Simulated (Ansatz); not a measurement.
# Bi8Se11: the cost of one run

Program: Ansatz 0.2.0. Level of theory: DFT PBEsol, scalar-relativistic, plane waves, PAW. These are calculated values, not measurements.

3 further runs of the same task are left out: 1 that didn't finish, 2 set aside as unsound or not needed.

### Step 1. The starting structure

The structure is trigonal, space group R-3m (No. 166). Conventional cell: a = 8.261 Å, b = 8.261 Å, c = 28.620 Å, α = 90.00°, β = 90.00°, γ = 120.00°. Around Bi (site symmetry 3m) lie 6 Se at 2.85 to 3.06 Å. Around Bi (site symmetry m) lie 5 Se at 2.85 to 3.06 Å. Se (site symmetry 2/m) has 6 Bi at 3.06 Å as nearest neighbours. Around Se (site symmetry 3m) lie 3 Bi at 2.85 Å. Se (site symmetry m) is surrounded by 3 Bi at 2.85 Å.

Structure file:

```
CELL_PARAMETERS angstrom
-8.26068 0.00000 0.00000
-4.13034 -7.15396 0.00000
-4.13034 -2.38465 9.53991
ATOMIC_POSITIONS crystal
Bi 0.09974 0.09974 0.20078
Bi 0.59974 0.09974 0.20078
Bi 0.09974 0.59974 0.20078
Bi 0.59974 0.59974 0.20078
Bi 0.90026 0.90026 0.79922
Bi 0.40026 0.90026 0.79922
Bi 0.90026 0.40026 0.79922
Bi 0.40026 0.40026 0.79922
Se 0.00000 0.50000 0.00000
Se 0.50000 0.00000 0.00000
Se 0.00000 0.00000 0.00000
Se 0.28836 0.28836 0.63492
Se 0.78836 0.28836 0.63492
Se 0.28836 0.78836 0.63492
Se 0.78836 0.78836 0.63492
Se 0.71164 0.71164 0.36508
Se 0.21164 0.71164 0.36508
Se 0.71164 0.21164 0.36508
Se 0.21164 0.21164 0.36508
```

It is built from the cell relaxed beforehand with the same method (28.19 Å³/atom).

### Step 2. The vacancy and the jump

The supercell lacks one Se atom, at fractional position (0.500, 0.500, 0.000), and holds 19 atoms. Atom 10 (Se), 4.13 Å away, is to jump into the empty site. The cell is fixed.

### Step 3. Relaxing around the vacancy

Contents of input.yaml:

```yaml
crystal:
  lattice:
    - [-8.2606817772, 0.0, 0.0]
    - [-4.1303408886, -7.1539602717, 0.0]
    - [-4.1303408886, -2.3846534239, 9.5399066942]
  atoms:
    - { symbol: Bi, position: [0.0997416104, 0.0997416104, 0.2007751689] }
    - { symbol: Bi, position: [0.5997416104, 0.0997416104, 0.2007751689] }
    - { symbol: Bi, position: [0.0997416104, 0.5997416104, 0.2007751689] }
    - { symbol: Bi, position: [0.5997416104, 0.5997416104, 0.2007751689] }
    - { symbol: Bi, position: [0.9002583896, 0.9002583896, 0.7992248311] }
    - { symbol: Bi, position: [0.4002583896, 0.9002583896, 0.7992248311] }
    - { symbol: Bi, position: [0.9002583896, 0.4002583896, 0.7992248311] }
    - { symbol: Bi, position: [0.4002583896, 0.4002583896, 0.7992248311] }
    - { symbol: Se, position: [0.0, 0.5, 0.0] }
    - { symbol: Se, position: [0.5, 0.0, 0.0] }
    - { symbol: Se, position: [1.0, 1.0, 0.0] }
    - { symbol: Se, position: [0.2883609132, 0.2883609132, 0.6349172605] }
    - { symbol: Se, position: [0.7883609132, 0.2883609132, 0.6349172605] }
    - { symbol: Se, position: [0.2883609132, 0.7883609132, 0.6349172605] }
    - { symbol: Se, position: [0.7883609132, 0.7883609132, 0.6349172605] }
    - { symbol: Se, position: [0.7116390868, 0.7116390868, 0.3650827395] }
    - { symbol: Se, position: [0.2116390868, 0.7116390868, 0.3650827395] }
    - { symbol: Se, position: [0.7116390868, 0.2116390868, 0.3650827395] }
    - { symbol: Se, position: [0.2116390868, 0.2116390868, 0.3650827395] }
basis:
  ecutwfc: 420
kpoints:
  mp_grid: { grid: [6, 6, 4] }
hamiltonian:
  xc: pbesol
scf:
  occupations: { method: gaussian, width: 0.1 }
output:
  forces: true
  stress: true
  eigenvalues: true
  write_density: true
  write_potential: true
  elf: true
  volumetric_format: npy
relax:
  adjacent_minimum: "off"
  f_tol: 0.02
  max_steps: 50
```

Run with:

```bash
ansatz run input.yaml --threads 4 --pin off --max-ram 9216MiB --backend cpu --events-out ev --progress --plain --runs-dir out
```

What time and memory should one allow on 4 threads of AMD EPYC 9R45 (Zen 5), shared host?

About 5.1 min, with a peak of 4.3 GiB.
